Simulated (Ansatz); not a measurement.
Molecular dynamics of CoSi2

Input:

```yaml
accuracy: low
crystal:
  lattice:
    - [5.452966, 0.0, 0.0]
    - [0.0, 5.452966, 0.0]
    - [0.0, 0.0, 5.452966]
  atoms:
    - { symbol: Co, position: [0.0, 0.0, 0.0] }
    - { symbol: Si, position: [0.25, 0.25, 0.25] }
    - { symbol: Si, position: [0.75, 0.75, 0.75] }
    - { symbol: Co, position: [0.5, 0.5, 0.0] }
    - { symbol: Si, position: [0.75, 0.75, 0.25] }
    - { symbol: Si, position: [0.25, 0.25, 0.75] }
    - { symbol: Co, position: [0.5, 0.0, 0.5] }
    - { symbol: Si, position: [0.75, 0.25, 0.75] }
    - { symbol: Si, position: [0.25, 0.75, 0.25] }
    - { symbol: Co, position: [0.0, 0.5, 0.5] }
    - { symbol: Si, position: [0.25, 0.75, 0.75] }
    - { symbol: Si, position: [0.75, 0.25, 0.25] }
basis:
  ecutwfc: 420.0
kpoints:
  mp_grid: { grid: [3, 3, 3] }
hamiltonian:
  xc: pbesol
  pseudopotentials: { kind: paw, azcp: { folder: soft_1 } }
scf:
  occupations: { method: fermi_dirac, width: 0.3 }
  lower_state_search: "off"
md:
  timestep: 1.5
  n_steps: 220
  ensemble: nvt_nose_hoover
  temperature: 3500.0
  initial_velocities: maxwell_boltzmann
  seed: 217475
  nose_hoover: { tau: 200.0, chain_length: 1 }
```

Run as:

```bash
$ ansatz run input.yaml --threads 2 --pin off --max-ram 5120MiB --backend cpu --events-out ev --progress --plain --runs-dir out
```

It starts from a structure without forces on its atoms.

Output, in part (step lines):

```
md step     0: t =     0.00 fs  T =  3500.0 K  F+E_penalty+E_count = -25351.20164450 eV  E_kin = 4.976510 eV  conserved = -25346.22513454 eV  (10 SCF iters)
md step     1: t =     1.50 fs  T =  3483.0 K  F+E_penalty+E_count = -25351.17758777 eV  E_kin = 4.952269 eV  conserved = -25346.22531888 eV  (7 SCF iters)
md step     2: t =     3.00 fs  T =  3431.2 K  F+E_penalty+E_count = -25351.10413598 eV  E_kin = 4.878663 eV  conserved = -25346.22547712 eV  (8 SCF iters)
md step     3: t =     4.50 fs  T =  3343.8 K  F+E_penalty+E_count = -25350.97991185 eV  E_kin = 4.754350 eV  conserved = -25346.22558116 eV  (8 SCF iters)
md step     4: t =     6.00 fs  T =  3220.5 K  F+E_penalty+E_count = -25350.80461341 eV  E_kin = 4.579078 eV  conserved = -25346.22559267 eV  (8 SCF iters)
md step     5: t =     7.50 fs  T =  3062.3 K  F+E_penalty+E_count = -25350.57956273 eV  E_kin = 4.354232 eV  conserved = -25346.22546554 eV  (5 SCF iters)
md step     6: t =     9.00 fs  T =  2871.9 K  F+E_penalty+E_count = -25350.30834117 eV  E_kin = 4.083454 eV  conserved = -25346.22515464 eV  (4 SCF iters)
md step     7: t =    10.50 fs  T =  2653.7 K  F+E_penalty+E_count = -25349.99741297 eV  E_kin = 3.773260 eV  conserved = -25346.22462347 eV  (3 SCF iters)
[... lines left out ...]
md step   218: t =   327.00 fs  T =  3823.3 K  F+E_penalty+E_count = -25347.63421872 eV  E_kin = 5.436236 eV  conserved = -25346.21819675 eV  (4 SCF iters)
md step   219: t =   328.50 fs  T =  3809.3 K  F+E_penalty+E_count = -25347.56151005 eV  E_kin = 5.416220 eV  conserved = -25346.21807764 eV  (3 SCF iters)
md step   220: t =   330.00 fs  T =  3807.8 K  F+E_penalty+E_count = -25347.50708832 eV  E_kin = 5.414131 eV  conserved = -25346.21815792 eV  (8 SCF iters)
```

The steps, from the saved trajectory:

| time (fs) | T (K) | potential energy less start (eV) | conserved less start (meV/atom) |
| --- | --- | --- | --- |
| 0 | 3500 | 0.000 | 0.00 |
| 10.5 | 2654 | 1.204 | 0.04 |
| 21 | 1152 | 3.349 | 0.55 |
| 31.5 | 1271 | 3.183 | 0.17 |
| 42 | 1476 | 2.910 | 0.16 |
| 52.5 | 1243 | 3.265 | 0.32 |
| 63 | 1301 | 3.210 | 0.28 |
| 73.5 | 1578 | 2.854 | 0.28 |
| 84 | 1952 | 2.375 | 0.24 |
| 94.5 | 2155 | 2.158 | 0.18 |
| 105 | 1914 | 2.579 | 0.30 |
| 115.5 | 1839 | 2.761 | 0.34 |
| 126 | 2119 | 2.450 | 0.20 |
| 136.5 | 2071 | 2.620 | 0.23 |
| 147 | 1790 | 3.120 | 0.34 |
| 157.5 | 1762 | 3.255 | 0.27 |
| 168 | 1716 | 3.422 | 0.19 |
| 178.5 | 1494 | 3.840 | 0.45 |
| 189 | 2074 | 3.128 | 0.14 |
| 199.5 | 2200 | 3.108 | 0.25 |
| 210 | 1999 | 3.546 | 0.42 |
| 220.5 | 2386 | 3.161 | 0.37 |
| 231 | 2984 | 2.522 | 0.24 |
| 241.5 | 2949 | 2.816 | 0.25 |
| 252 | 2293 | 3.967 | 0.48 |
| 262.5 | 2066 | 4.468 | 0.42 |
| 273 | 2060 | 4.658 | 0.25 |
| 283.5 | 1642 | 5.423 | 0.59 |
| 294 | 2180 | 4.829 | 0.46 |
| 304.5 | 3334 | 3.454 | 0.35 |
| 315 | 4016 | 2.853 | 0.30 |
| 325.5 | 3849 | 3.478 | 0.55 |

The run went to its last step. The conserved energy stayed within 0.61 meV per atom of its start (net change 0.58 meV per atom), so the integration is sound. The mean temperature of the second half is 30 % below the set value. A run of 0.33 ps of so small a system gives no equilibrium averages. Spin polarisation was left off. Limits of this set-up: coarse k mesh, magnetic elements without spin, PAW files made for another functional, low accuracy level.

Mean squared displacements from the first frame to the last, about the centre of mass: Co 0.07 Å², Si 0.10 Å².

Last frame:

```xyz
12
Lattice="5.4530 0.0000 0.0000 0.0000 5.4530 0.0000 0.0000 0.0000 5.4530" Properties=species:S:1:pos:R:3
Co 0.010 -0.067 -0.126
Si 1.265 1.241 1.306
Si 4.143 4.118 4.216
Co 2.573 2.908 -0.165
Si 3.886 3.776 1.680
Si 1.378 1.159 4.066
Co 2.794 0.263 2.614
Si 3.787 1.377 4.270
Si 1.412 4.256 1.177
Co 0.180 2.574 2.875
Si 1.440 4.369 3.981
Si 4.281 1.043 1.651
```

The run took 21 min on 2 threads of Arm Neoverse V1 (shared host), peak memory 0.59 GiB.
